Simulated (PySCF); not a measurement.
# From one method to the next for NaSn⁺

What do other methods print for NaSn⁺?

Computed with PySCF 2.14.0. Level: method and basis as typed in the scripts.

2 further runs of the same task are left out: 2 for a known fault of the program.

## 1. The system as given

NaSn⁺: 2 atoms, charge 1, spin multiplicity 1.

Bond lengths: Na1–Sn2 2.723 Å.

## 2. Base script

input.py reads:

```python
from pyscf import gto, scf, mp

mol = gto.M(
    atom='Na 0 0 0; Sn 0 0 2.723',
    basis='crenbl',
    ecp={'Na': 'crenbl', 'Sn': 'crenbl'},
    charge=1,
    spin=0,
    verbose=4,
)
mf = scf.RHF(mol)
mf.kernel()
mp.MP2(mf).kernel()
mf.dip_moment()
print('orbital energies (hartree):', mf.mo_energy[..., max(0, mol.nelec[1]-3):mol.nelec[0]+3].round(4))
```

Launch:

```console
OMP_NUM_THREADS=1 python input.py
```

## 3. Geometry optimisation

Run 1 changes step after the SCF: mp2 → optimize.

input.py reads:

```python
from pyscf import gto, scf
from pyscf.geomopt.geometric_solver import optimize

mol = gto.M(
    atom='Na 0 0 0; Sn 0 0 2.723',
    basis='crenbl',
    ecp={'Na': 'crenbl', 'Sn': 'crenbl'},
    charge=1,
    spin=0,
    verbose=4,
)
mf = scf.RHF(mol)
mf.kernel()
mol_eq = optimize(mf, maxsteps=30)
print('optimised geometry (angstrom)')
print(mol_eq.tostring('raw'))
print('orbital energies (hartree):', mf.mo_energy[..., max(0, mol.nelec[1]-3):mol.nelec[0]+3].round(4))
```

## 4. Hf,lyp (RKS)

Run 2 changes functional: none (Hartree–Fock) → hf,lyp; SCF type: RHF → RKS; step after the SCF: mp2 → analyze.

input.py: that of step 2 with these lines changed.

```diff
@@ -1,2 +1,2 @@
-from pyscf import gto, scf, mp
+from pyscf import gto, dft
 
@@ -10,5 +10,5 @@
 )
-mf = scf.RHF(mol)
+mf = dft.RKS(mol, xc='hf,lyp')
 mf.kernel()
-mp.MP2(mf).kernel()
+mf.mulliken_pop()
 mf.dip_moment()
```

## 5. Frequency run

Run 3 changes step after the SCF: mp2 → frequency.

input.py: that of step 2 with these lines changed.

```diff
@@ -1,2 +1,3 @@
-from pyscf import gto, scf, mp
+from pyscf import gto, scf
+from pyscf.hessian import thermo
 
@@ -12,3 +13,4 @@
 mf.kernel()
-mp.MP2(mf).kernel()
+hess = mf.Hessian().kernel()
+print('wavenumber (cm^-1) =', thermo.harmonic_analysis(mol, hess)['freq_wavenumber'].round(1))
 mf.dip_moment()
```

## 6. CASCI

Run 4 changes step after the SCF: mp2 → casci; active space: none → 6 electrons in 6 orbitals.

input.py: that of step 2 with these lines changed.

```diff
@@ -1,2 +1,2 @@
-from pyscf import gto, scf, mp
+from pyscf import gto, scf, mcscf
 
@@ -12,3 +12,5 @@
 mf.kernel()
-mp.MP2(mf).kernel()
+mc = mcscf.CASCI(mf, 6, 6)
+mc.kernel()
+mc.analyze()
 mf.dip_moment()
```

## 7. UHF

Run 5 changes SCF type: RHF → UHF.

input.py reads:

```python
from pyscf import gto, scf, mp

mol = gto.M(
    atom='Na 0 0 0; Sn 0 0 2.723',
    basis='crenbl',
    ecp={'Na': 'crenbl', 'Sn': 'crenbl'},
    charge=1,
    spin=0,
    verbose=4,
)
mf = scf.UHF(mol)
mf.kernel()
mp.MP2(mf).kernel()
mf.dip_moment()
print('orbital energies (hartree):', [e[max(0, n-3):n+3].round(4) for e, n in zip(mf.mo_energy, mol.nelec)])
```

**Question.** What will these runs give? Wanted: for each run, E(SCF); from base; gap; after the SCF.

As calculated:

```csv
run,E(SCF) (hartree),from base (eV),cycles,gap (eV),after the SCF
base,-115.241859,0,9,6.40,MP2 correlation -9.070 eV
geometry optimisation,-115.241859,0.0000,9,6.40,"bond 3.305 Å, -0.472 eV"
"hf,lyp (RKS)",-116.006278,not comparable,8,6.47,n/a
frequency run,-115.241859,0.0000,9,6.40,highest mode 311 cm⁻¹
CASCI,-115.241859,0.0000,9,6.40,CASCI correlation -0.748 eV
UHF,-115.241859,0.0000,10,6.40,MP2 correlation -9.070 eV
```

SCF columns refer to the geometry typed in the script.

What this shows: The SCF energy stays the same, to the digits that matter, with UHF. Total energies of different functionals can't be compared with each other; differences within one functional can. The dearest run is “geometry optimisation”, at 3.6 s against 0.66 s.
